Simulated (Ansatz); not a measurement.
# Cl2H2NNbO: small, medium and large basis sets

Aim: see how fast density functionals converge with the basis set for Cl2H2NNbO.

Method: one geometry, several basis sets; program: Ansatz 0.2.0, Gaussian basis.

Levels to be run: PBE0-D4/def2-SVP; ωB97M-V/def2-SVP; PBE0-D4/def2-QZVPP; ωB97M-V/def2-QZVPP; the functionals' def2-TZVPP values are taken from earlier runs.

### Step 1. The geometry

An earlier PBE0-D4 in a triple-zeta def2 set relaxation fixed the geometry. Nb takes the def2 core potential; no spin-orbit term is included.

SMILES `[NH2][Nb](=[O])([Cl])[Cl]`, 7 atoms, charge 0, spin multiplicity 1.

Atoms are counted from 1 here; the program's logs count them from 0.

Bond lengths: N1–Nb2 1.939 Å, N1–H6 1.012 Å, N1–H7 1.010 Å, Nb2–O3 1.681 Å, Nb2–Cl4 2.301 Å, Nb2–Cl5 2.301 Å. Angles: Nb2–N1–H6 123.9°, Nb2–N1–H7 125.1°, H6–N1–H7 111.0°, N1–Nb2–O3 103.7°, N1–Nb2–Cl4 110.0°, N1–Nb2–Cl5 110.0°, O3–Nb2–Cl4 110.6°, O3–Nb2–Cl5 110.6°, Cl4–Nb2–Cl5 111.6°.

### Step 2. PBE0-D4 in def2-SVP

The input, in.yaml:

```yaml
crystal:
  periodic: [false, false, false]
  atoms:
    - {symbol: N, position_ang: [-0.622384, 0.486755, 0.922381]}
    - {symbol: Nb, position_ang: [0.432704, -0.340496, -0.479058]}
    - {symbol: O, position_ang: [1.598223, -1.212538, 0.361756]}
    - {symbol: Cl, position_ang: [-0.888288, -1.749799, -1.729967]}
    - {symbol: Cl, position_ang: [1.416965, 1.280239, -1.783029]}
    - {symbol: H, position_ang: [-1.417281, 1.088528, 0.749154]}
    - {symbol: H, position_ang: [-0.458541, 0.379411, 1.913064]}
basis:
  gaussian: {orbitals: def2-SVP}
hamiltonian: {xc: pbe0, dispersion: d4}
output: {orbitals: {seedname: orbitals}}
```

The runs that follow: ωB97M-V in def2-SVP; PBE0-D4 in def2-QZVPP; ωB97M-V in def2-QZVPP.

**Question.** What will the summary of the whole plan be? Wanted: PBE0-D4: double and triple zeta above quadruple; ωB97M-V: double and triple zeta above quadruple.

**Answer**, as computed:

| quantity | value |
| --- | --- |
| PBE0-D4: double and triple zeta above quadruple | 14.39, 1.03 eV |
| ωB97M-V: double and triple zeta above quadruple | 14.35, 0.98 eV |

For PBE0-D4 the step from double to triple zeta gains 13.37 eV and the next only 1.03 eV. These are total energies; as a rule much of such shifts cancels in differences, which this series doesn't test.
